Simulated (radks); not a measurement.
# Spin polarisation of the 4p shell in Ga

The task here is to estimate one member of a computed series from the others.

The numbers are computed with radks (a radial shooting solver on a logarithmic mesh, Libxc functionals) version 1 (non-relativistic Kohn-Sham, TPSS, spin-polarised, spherical densities, point nucleus), except any that are marked as measured or tabulated.

**The atom as given**

```
element       : gallium (Z = 31)
charge        : 0
electrons     : 31
configuration : [Ar] 3d10 4s2 4p(up 0.5, down 0.5)
```

A shell typed twice in an input gives spin up, then spin down.

The first run:

Settings of this run:

```text
Z 31
configuration [Ar] 3d10 4s2 4p0.5 4p0.5
relativity non-relativistic
functional tpss,tpss
spin polarised
nucleus point
```

Among the steps run: No moment.

One table of the session follows, with a row left open; its other results are not shown here.

Radial moments (bohr):

| level | <r> | outermost maximum (interpolated) | 90 % within | nodes |
| --- | --- | --- | --- | --- |
| 1s | 0.04940 | 0.0326 | 0.0879 | 0 |
| 2s | 0.2213 | 0.186 | 0.342 | 1 |
| 2p | 0.1922 | 0.148 | 0.313 | 0 |
| 3s | 0.6621 | 0.573 | 0.991 | 2 |
| 3p | 0.6839 | 0.570 | 1.05 | 1 |
| 3d | 0.8063 | 0.533 | 1.39 | 0 |
| 4s | ? | ? | ? | ? |
| 4p | 3.398 | 2.55 | 5.45 | 2 |

Estimate the missing values for 4s.

The run gave: <r>: 2.384; outermost maximum (interpolated): 1.94; 90 % within: 3.63; nodes: 3. In the column «<r>» it lies between 3d (0.8063) and 4p (3.398).
